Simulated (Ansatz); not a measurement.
# HfIn4SiO6 (Cm) in Ansatz: equation of state

Aim: energy against volume of HfIn4SiO6 in PBE, for its equilibrium volume and stiffness.

Program: Ansatz 0.2.0. These are calculated values, not measurements. Logs are shortened: lines on timing, memory, paths and dates and some standing lists are left out, and cuts for length are marked.

## Step 1: The crystal as given

Symmetry: Cm, No. 8, monoclinic system. The conventional cell has a = 6.461 Å, b = 11.155 Å, c = 6.494 Å, α = 90.00°, β = 103.71°, γ = 90.00°. Around Hf (site symmetry m) lie 4 O at 1.97 to 2.02 Å. Around In (site symmetry 1) lie 3 O at 2.38 to 2.46 Å. Around In (site symmetry 1) lie 3 O at 2.42 to 2.65 Å. Si (site symmetry m) is surrounded by 4 O at 1.63 to 1.66 Å. O (site symmetry 1) is surrounded by 1 Si at 1.65 Å. Around O (site symmetry m) lie 1 Si at 1.66 Å. O (site symmetry m) has 1 Si at 1.63 Å as nearest neighbours. Around O (site symmetry 1) lie 1 Hf at 1.97 Å.

The cell was built by a generator and needn't be a form met in nature.

## Step 2: Single point, PBE, 17.81 Å³/atom (volume scaled by 0.94)

Contents of input.yaml:

```yaml
crystal:
  lattice:
    - [3.164288436, -5.4638178469, -0.0241957769]
    - [3.164288436, 5.4638178469, -0.0241957769]
    - [-1.4602494205, 0.0, 6.1912780829]
  atoms:
    - { symbol: Hf, position: [0.10178, 0.10178, 0.00912] }
    - { symbol: In, position: [0.79222, 0.48204, 0.00818] }
    - { symbol: In, position: [0.48204, 0.79222, 0.00818] }
    - { symbol: In, position: [0.54472, 0.21983, 0.48398] }
    - { symbol: In, position: [0.21983, 0.54472, 0.48398] }
    - { symbol: Si, position: [0.85433, 0.85433, 0.44523] }
    - { symbol: O, position: [0.835, 0.58822, 0.38104] }
    - { symbol: O, position: [0.58822, 0.835, 0.38104] }
    - { symbol: O, position: [0.02899, 0.02899, 0.295] }
    - { symbol: O, position: [0.9792, 0.9792, 0.69555] }
    - { symbol: O, position: [0.42852, 0.14514, 0.07435] }
    - { symbol: O, position: [0.14514, 0.42852, 0.07435] }
hamiltonian:
  xc: pbe
  pseudopotentials: { kind: paw }
kpoints:
  mp_grid: { grid: [5, 5, 4] }
scf:
  occupations: { method: fermi_dirac, width: 0.05 }
output:
  forces: true
  stress: true
  eigenvalues: true
```

Potentials or basis: Ansatz PAW.

Launch:

```
$ ansatz run input.yaml --threads 8 --pin off --max-ram 20480MiB --backend cpu --events-out ev --progress --plain --runs-dir out
```

The log of the run:

```text
Warning: RAYON_NUM_THREADS=8 ignored (pool sized by the plan → 8); use --threads N
Engine: ansatz 0.2.0, aarch64-unknown-linux-gnu
Pseudopotentials: kind: paw
Pseudopotential: Hf, paw, valence charge 26, recommended cutoff 420 eV (normal), Hf.paw.azcp
Pseudopotential: In, paw, valence charge 13, recommended cutoff 420 eV (normal), In.paw.azcp
Pseudopotential: Si, paw, valence charge 4, recommended cutoff 420 eV (normal), Si.paw.azcp
Pseudopotential: O, paw, valence charge 6, recommended cutoff 420 eV (normal), O.paw.azcp
Functional definition: PBE
  parameter kappa = 0.804
  parameter beta = 0.06672455060314922
  exchange = pbe_x(kappa = kappa, mu = beta*pi^2/3)
  correlation = pbe_c(beta = beta)
Crystal: 12 atoms, lattice volume = 213.697 Å³
Basis set: ecut = 420 eV, 4169 PW (Γ), exchange–correlation on 90×90×90 points (8 copies of the dense FFT grid, shifted against one another)
Bands: 71, of which v1, the nominal top of the filled ones, is band 59 counted from 1 (58 counted from 0)
Symmetry: 2 space group operations
Space group: Cm (ITA 8), of the structure as read, at distance tolerance 6.0e-5 Å
k-points: 33 of 100 (time reversal used)
Non-local potential: Hf, projectors of the file, l = 0: 3, l = 1: 2, l = 2: 2, l = 3: 3
Non-local potential: In, projectors of the file, l = 0: 2, l = 1: 2, l = 2: 2, l = 3: 2
Non-local potential: Si, projectors of the file, l = 0: 2, l = 1: 2, l = 2: 2
Non-local potential: O, projectors of the file, l = 0: 2, l = 1: 2, l = 2: 1
PAW form: soft (Blöchl's): semilocal exchange-correlation on the pseudo side does not see the compensation charge
PAW one-centre angular grid: Hf, 590 points (default); XC on 64 Gauss nodes
PAW one-centre angular grid: In, 590 points (default); XC on 64 Gauss nodes
PAW one-centre angular grid: Si, 110 points (default); XC on 64 Gauss nodes
PAW one-centre angular grid: O, 110 points (default); XC on 64 Gauss nodes
[... 20 lines left out ...]
E sigma→0 (E₀):  -42159.501821 eV
Entropy (-TS):   -0.000383 eV (-0.032 meV/atom)
Fermi energy:    8.976972 eV
--- Per-component energies (eV) ---
  E_band       = -446.525221
  E_kinetic    = 2492.116756
  E_local      = -15228.997797  (includes V_loc(G=0)·N_el)
  E_nonlocal   = 538.114579
  E_hartree    = 6510.857443
  E_xc         = -1665.319170
  E_vxc        = -1281.332199  (∫ρ·V_xc dr)
  E_paw        = -24997.322316  (= ΣΔE_a)
  E_vpaw       = 11.846944  (= ΣTr[D̂ρ^β])
  E_aug_tail   = 0.014970  (compensation charges beyond the density's cutoff)
  E_ewald      = -9808.966094
  E_smearing   = -0.000383  (= −TS)
  E_closure    = -0.000000  (closes the sum)
  Σ components = -42159.502012   (vs F -42159.502012, Δ=0.00e0)
--- Forces (eV/Å), atoms counted from 1 ---
  atom   1  Hf    -0.74198763     0.00000000    -0.42951905
  atom   2  In     0.11202275     0.04464332    -0.34262854
  atom   3  In     0.11202275    -0.04464332    -0.34262854
  atom   4  In    -0.11465539     0.00134671     0.25696449
  atom   5  In    -0.11465539    -0.00134671     0.25696449
  atom   6  Si     0.08100946    -0.00000000     0.17122889
  atom   7  O     -0.49269836    -0.80643594    -0.18575235
  atom   8  O     -0.49269836     0.80643594    -0.18575235
  atom   9  O      0.42502328    -0.00000000     0.18364654
  atom  10  O      0.13569360    -0.00000000     0.14621256
  atom  11  O      0.54546687    -0.74483875     0.23565994
  atom  12  O      0.54546687     0.74483875     0.23565994
  max |Σ_I F_I| component: 5.60e-5 eV/Å
--- Stress (GPa, compression-positive) ---
        5.274190       0.000000      -0.008494
        0.000000       6.005669      -0.000000
       -0.008496      -0.000000       7.113044
  P = ⅓ Tr σ = 6.1310 GPa (61.310 kbar)
--- Band table (eV; the first three rows and the last of 33) ---
  k-point 0: bands = ["-53.4106", "-22.4084", "-22.3891", "-22.3806", "-12.0207", "-10.5845", "-10.5212", "-10.2810", "-9.8961", "-9.6344", "-5.6125", "-5.5786", "-5.5625", "-5.5470", "-5.5314", "-5.5223", "-5.5098", "-5.4887", "-5.4640", "-5.4573", "-5.4547", "-5.4523", "-5.4349", "-5.4303", "-5.4243", "-5.3947", "-5.3938", "-5.3069", "-5.2641", "-5.2640", "-3.2871", "-3.2839", "-3.2674", "-3.2529", "-3.2385", "-3.2216", "-3.2104", "-0.2343", "1.6489", "2.0472", "2.1611", "3.0212", "3.1265", "3.2352", "3.3128", "3.8345", "3.8551", "3.8992", "4.1472", "4.3956", "4.5101", "4.5376", "4.7817", "5.0529", "5.4386", "5.6214", "7.4809", "7.5705", "8.2349", "10.2214", "10.5603", "10.7500", "11.5625", "11.6115", "11.8540", "12.8629", "13.0479", "13.4457", "13.8508", "14.1762"]
  k-point 1: bands = ["-53.4106", "-22.4084", "-22.3898", "-22.3805", "-11.9369", "-10.6688", "-10.5207", "-10.3346", "-9.8714", "-9.6334", "-5.6045", "-5.5628", "-5.5503", "-5.5405", "-5.5352", "-5.5156", "-5.5122", "-5.4999", "-5.4930", "-5.4614", "-5.4601", "-5.4503", "-5.4387", "-5.4355", "-5.3987", "-5.3806", "-5.3773", "-5.3139", "-5.3006", "-5.2741", "-3.2871", "-3.2816", "-3.2664", "-3.2529", "-3.2385", "-3.2261", "-3.2103", "0.0478", "1.4086", "2.0485", "2.1548", "2.7646", "3.0146", "3.2031", "3.3136", "3.8216", "3.9437", "3.9457", "4.2203", "4.3277", "4.5713", "4.5852", "5.1384", "5.1840", "5.4142", "5.7831", "7.1538", "7.4761", "8.4439", "10.0885", "10.6308", "10.7142", "11.4415", "11.4475", "12.1382", "12.6374", "12.7942", "13.4518", "13.5020", "14.0417"]
  k-point 2: bands = ["-53.4106", "-22.4084", "-22.3905", "-22.3805", "-11.8361", "-10.7870", "-10.5201", "-10.3634", "-9.8544", "-9.6324", "-5.5992", "-5.5482", "-5.5431", "-5.5370", "-5.5324", "-5.5206", "-5.5069", "-5.5058", "-5.4884", "-5.4745", "-5.4519", "-5.4517", "-5.4471", "-5.4324", "-5.3879", "-5.3658", "-5.3572", "-5.3454", "-5.3385", "-5.2820", "-3.2871", "-3.2794", "-3.2651", "-3.2529", "-3.2386", "-3.2304", "-3.2102", "0.4495", "1.1886", "1.9309", "2.1462", "2.4443", "2.9215", "3.2125", "3.3521", "3.8242", "3.9819", "4.0112", "4.1908", "4.2669", "4.6105", "4.6383", "5.3366", "5.5841", "5.8233", "5.9637", "6.2583", "7.4750", "8.6723", "9.9707", "10.5799", "10.6988", "11.2887", "11.6514", "12.0232", "12.4717", "12.7634", "13.1726", "13.2076", "13.6376"]
  k-point 32: bands = ["-53.4106", "-22.4088", "-22.3905", "-22.3805", "-11.8207", "-10.7873", "-10.5467", "-10.3471", "-9.8373", "-9.6454", "-5.6159", "-5.5921", "-5.5527", "-5.5344", "-5.5097", "-5.5024", "-5.4936", "-5.4860", "-5.4728", "-5.4698", "-5.4639", "-5.4395", "-5.4343", "-5.4103", "-5.3967", "-5.3839", "-5.3717", "-5.3609", "-5.3410", "-5.3140", "-3.2861", "-3.2762", "-3.2648", "-3.2525", "-3.2408", "-3.2248", "-3.2109", "0.6808", "1.1565", "2.0710", "2.1392", "2.2750", "2.5706", "2.7411", "2.8609", "3.4873", "4.2033", "4.2666", "4.3851", "4.7241", "4.8244", "4.9666", "5.3517", "5.4250", "5.6670", "6.4489", "6.8981", "7.0466", "8.0320", "10.2985", "10.7085", "10.9420", "11.1834", "11.4488", "12.5004", "12.7884", "12.9179", "13.1518", "13.2709", "13.9943"]
```

It took 6.7 s on 8 threads of Arm Neoverse V2, shared host; peak memory 1.2 GiB.

What came out:

- Free energy: -42159.5020 eV
- Pressure: 6.1 GPa
- Largest force: 0.963 eV/Å
- Band gap on the k mesh: 0.47 eV, indirect (least direct gap 0.74 eV)

Caveat: odd divisions of the mesh miss points on the zone boundary, where band edges often lie, so the gap on the mesh can be too wide; the pressure holds a Pulay correction of +0.4 GPa for the finite cutoff; spin-orbit coupling is left out, which moves the levels of the heavy elements.

## Step 3: Single point, PBE, 18.19 Å³/atom (volume scaled by 0.96)

Changes to input.yaml since step 2:

```diff
@@ -2,5 +2,5 @@
   lattice:
-    - [3.164288436, -5.4638178469, -0.0241957769]
-    - [3.164288436, 5.4638178469, -0.0241957769]
-    - [-1.4602494205, 0.0, 6.1912780829]
+    - [3.1865728915, -5.5022967051, -0.0243661753]
+    - [3.1865728915, 5.5022967051, -0.0243661753]
+    - [-1.470533206, 0.0, 6.2348800694]
   atoms:
```

Potentials or basis: Ansatz PAW.

Launch:

```
$ ansatz run input.yaml --threads 8 --pin off --max-ram 20480MiB --backend cpu --events-out ev --progress --plain --runs-dir out
```

Wall time 6.9 s (8 threads of Arm Neoverse V2, shared host); peak memory 1.2 GiB.

The run converged. Its results:

```yaml
Free_energy: -42159.6431 eV
Pressure: 3.9 GPa
Largest_force: 0.619 eV/Å
Band_gap_on_the_k_mesh: 0.53 eV, indirect (least direct gap 0.79 eV)
```

Caveat: odd divisions of the mesh miss points on the zone boundary, where band edges often lie, so the gap on the mesh can be too wide; the pressure holds a Pulay correction of +0.3 GPa for the finite cutoff; spin-orbit coupling is left out, which moves the levels of the heavy elements.

## Step 4: Single point, PBE, 18.57 Å³/atom (volume scaled by 0.98)

Changes to input.yaml since step 3:

```diff
@@ -2,5 +2,5 @@
   lattice:
-    - [3.1865728915, -5.5022967051, -0.0243661753]
-    - [3.1865728915, 5.5022967051, -0.0243661753]
-    - [-1.470533206, 0.0, 6.2348800694]
+    - [3.2085499508, -5.5402447781, -0.0245342232]
+    - [3.2085499508, 5.5402447781, -0.0245342232]
+    - [-1.4806751348, 0.0, 6.2778806011]
   atoms:
```

Launch:

```
$ ansatz run input.yaml --threads 8 --pin off --max-ram 20480MiB --backend cpu --events-out ev --progress --plain --runs-dir out
```

It took 7 s on 8 threads of Arm Neoverse V2, shared host; peak memory 1.2 GiB.

The run converged. Its results:

```
Free energy            : -42159.7233 eV
Pressure               : 1.8 GPa
Largest force          : 0.300 eV/Å
Band gap on the k mesh : 0.59 eV, indirect (least direct gap 0.85 eV)
```

Caveat: odd divisions of the mesh miss points on the zone boundary, where band edges often lie, so the gap on the mesh can be too wide; the pressure holds a Pulay correction of +0.3 GPa for the finite cutoff; spin-orbit coupling is left out, which moves the levels of the heavy elements.

(Part 1 of 2 ends here.)
